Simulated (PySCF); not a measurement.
# The bond of SbBr, level by level

The task here is to estimate one member of a computed series from the others.

The runs use PySCF 2.14.0; Sb def2-TZVPPD with ECP28, Br def2-TZVPPD, scalar-relativistic core potentials.

The first run:

Settings of the job:

* atoms: Sb, Br
* charge: 0
* basis: Sb def2-TZVPPD with ECP28, Br def2-TZVPPD
* Hamiltonian: scalar-relativistic core potentials
* basis functions: 113
* electrons treated: 58
* masses in u: 120.9038, 78.9183
* levels: PBE0, PBE, r²SCAN, TPSS, LDA, PW91, TPSSh, B2PLYP, ωB97X-V, HF, MP2, SCS-MP2
* grid: 80 radial by 434 angular points
* occupations: held fixed by the projection of orbital angular momentum
* dissociation limit: Sb + Br, each in its ground configuration
* starting distance in angstrom: 2.480
* values of 2S to try: 0, 2, 4

The run is started by

```
$ OMP_NUM_THREADS=2 python dia.py task.json out
```

Among the steps run: The job; PBE0 along the bond; Excited determinants; PBE (GGA); r²SCAN; TPSS; LDA (local density); PW91 (GGA); TPSSh (hybrid meta-GGA); B2PLYP (double hybrid); ωB97X-V; UHF.

One of the session's tables, all rows but one given; the rest of the session is left out.

Energy (eV) from each level's lowest point:

```
R (Å)    UHF  UHF-MP2  UHF-SCS-MP2    LDA    PBE
2.149  1.294    1.109        1.175  1.004  1.229
2.249  0.583    0.467        0.511  0.404  0.553
2.349  0.193    0.132        0.157  0.099  0.183
2.424  0.050    0.022        0.034  0.008  0.047
2.499  0.000    0.000        0.000  0.000  0.000
2.574  0.020    0.042        0.031  0.054  0.018
2.674  0.124    0.168        0.145  0.194  0.115
2.799  0.334    0.400        0.364  0.436  0.311
2.949      ?        ?            ?      ?      ?
3.149  0.986    1.383        1.366  1.247  1.024
```

Estimate the missing values for R (Å) = 2.949.

Worked estimate for «UHF». A straight line through the neighbours (2.799, 0.334) and (3.149, 0.986) gives 0.334 + (0.986 − 0.334) × (2.949 − 2.799) / (3.149 − 2.799) = 0.613; a parabola fitted to 3 rows on both sides gives 0.602.

**Answer.** UHF: 0.640; UHF-MP2: 0.757; UHF-SCS-MP2: 0.720; LDA: 0.776; PBE: 0.604. In «UHF» the line misses by -0.027 and the parabola by -0.038.
